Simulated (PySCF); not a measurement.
# C5H7ClS: the cost of one run

Computed with PySCF 2.14.0 and routines of our own; the level stands in each step. Atoms count from 0.

### Step 1. The system as given

14 atoms, charge 0, multiplicity 1; geometry from: GFN2-xTB.

### Step 2. Magnetic properties: GIAO wB97X-D/pcSseg-1

What the job is given:

```
{"job": {"kind": "mag", "xc": "wB97X-D", "basis": "pcSseg-1", "isotopologues": 2}, "charge": 0, "multiplicity": 1}
S     -0.533524    -2.705847    -0.199063
C     -0.600549    -1.099826    -0.230369
C     -1.669393    -0.093142     0.058479
C     -0.618654     1.022443    -0.091538
C      0.437308    -0.034363    -0.482588
C      1.672055    -0.152524     0.390564
Cl     2.742886     1.255708     0.154078
H     -2.130413    -0.198301     1.040363
H     -2.465956    -0.081941    -0.685084
H     -0.386211     1.536389     0.837430
H     -0.832924     1.757833    -0.862183
H      0.738836     0.016931    -1.531835
H      2.241518    -1.045457     0.132395
H      1.404341    -0.178376     1.447184
```

Level: GIAO wB97X-D/pcSseg-1 magnetisability, rotational g tensor and spin-rotation constants, non-relativistic, gas phase.

On the command line:

```sh
> OMP_NUM_THREADS=1 python excited_run.py task.json out
```

One launch serves the whole session: the jobs run in the order shown.

Q: Estimate the wall time and peak memory of this first job on 1 thread of Arm Neoverse V1, shared host.

About 40 s, with a peak of 0.84 GiB.
